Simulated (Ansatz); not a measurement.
# CH5As (SMILES C[AsH2]): one structure at several levels

The task here is to estimate one member of a computed series from the others.

Method: single points in def2-TZVPP; program: Ansatz 0.2.0, Gaussian basis.

Cores are frozen in the correlated methods. Filled d shells of the heavier atoms are correlated.

## The system as given

SMILES `C[AsH2]`, 7 atoms, charge 0, spin multiplicity 1.

Atoms are counted from 1 here; the program's logs count them from 0.

Bond lengths: C1–As2 1.787 Å, C1–H3 1.075 Å, C1–H4 0.934 Å, C1–H5 1.152 Å, As2–H6 1.494 Å, As2–H7 1.769 Å. Angles: As2–C1–H3 103.9°, As2–C1–H4 135.9°, As2–C1–H5 111.0°, H3–C1–H4 107.3°, H3–C1–H5 98.0°, H4–C1–H5 94.7°, C1–As2–H6 109.6°, C1–As2–H7 88.1°, H6–As2–H7 82.9°.

As a file:

```xyz
7
charge 0, multiplicity 1
C     0.1082   -0.7667   -0.2308
As    0.6097    0.6550    0.7293
H    -0.2439   -1.4657    0.5067
H     0.4718   -1.2643   -0.9332
H    -0.8959   -0.5739   -0.7620
H    -0.5997    1.3872    1.2113
H     0.3621    1.6448   -0.7159
```

The first run:

Input file run/in.yaml:

```yaml
crystal:
  periodic: [false, false, false]
  atoms:
    - {symbol: C, position_ang: [0.108200, -0.766700, -0.230800]}
    - {symbol: As, position_ang: [0.609700, 0.655000, 0.729300]}
    - {symbol: H, position_ang: [-0.243900, -1.465700, 0.506700]}
    - {symbol: H, position_ang: [0.471800, -1.264300, -0.933200]}
    - {symbol: H, position_ang: [-0.895900, -0.573900, -0.762000]}
    - {symbol: H, position_ang: [-0.599700, 1.387200, 1.211300]}
    - {symbol: H, position_ang: [0.362100, 1.644800, -0.715900]}
basis:
  gaussian: {orbitals: def2-TZVPP}
correlation: {method: ccsd_t}
output: {forces: true}
```

No record of the launch command was kept for these runs.

Steps of the session up to this table: CCSD(T)/def2-TZVPP; PBE0-D4/def2-TZVPP; wB97M-V/def2-TZVPP; r2SCAN-D4/def2-TZVPP; PBE-D4/def2-TZVPP; CAM-B3LYP-D4/def2-TZVPP; BHLYP-D4/def2-TZVPP.

One of the session's tables, all rows but one given; the rest of the session is left out.

```
      method  RMS force component (eV/Å)  angle to CCSD(T) forces (°)  dipole (D)
     CCSD(T)                       3.133                    reference        1.57
     PBE0-D4                       3.123                          1.5        1.65
     wB97M-V                       3.113                          0.9        1.61
   r2SCAN-D4                       3.099                          1.3        1.66
      PBE-D4                       3.089                          3.6        1.60
CAM-B3LYP-D4                           ?                            ?           ?
    BHLYP-D4                       3.152                          3.1        1.63
```

**Question.** Estimate the row for CAM-B3LYP-D4.

**Answer.** RMS force component (eV/Å): 3.126; angle to CCSD(T) forces (°): 1.2; dipole (D): 1.61. In the column «RMS force component (eV/Å)» it lies between PBE0-D4 (3.123) and CCSD(T) (3.133).
